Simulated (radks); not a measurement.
# S⁸⁺ in [He] 2s1.75 2p4 3p0.25: an all-electron calculation

One table from this session's results is given with a row withheld; the runs are named, their logs left out.

The numbers are computed with radks (a radial shooting solver on a logarithmic mesh, Libxc functionals) version 1 (Dirac Kohn-Sham, BLYP, spin-unpolarised, spherical densities, point nucleus; open shells are shared between the two j in proportion to 2j + 1), except any that are marked as measured or tabulated.

**The atom as given**

| Item | Value |
| --- | --- |
| element | sulfur (Z = 16) |
| charge | +8 |
| electrons | 8 |
| configuration | [He] 2s1.75 2p4 3p0.25 |

The first run:

Settings of this run:

```text
Z 16
configuration [He] 2s1.75 2p4 3p0.25
relativity Dirac
functional b88,lyp
spin unpolarised
j_filling average
nucleus point
c 137.035999084
```

Run with:

```
$ python run_ks.py task.json out
```

All runs below come from this command, one after another.

One table of the session follows, with a row left open; its other results are not shown here.

It belongs to the step «Shells». Radial moments (bohr):

```
level      <r>  outermost maximum (interpolated)  90 % within
1s1/2  0.09667                            0.0632        0.173
2s1/2   0.4497                             0.374        0.697
2p1/2        ?                                 ?            ?
2p3/2   0.4031                             0.308        0.660
3p1/2    1.188                              1.09         1.76
3p3/2    1.191                              1.10         1.77
```

**Question.** Estimate the row for 2p1/2.

**Answer.** <r>: 0.4013; outermost maximum (interpolated): 0.307; 90 % within: 0.658. In the column «<r>» it lies between 1s1/2 (0.09667) and 2p3/2 (0.4031).
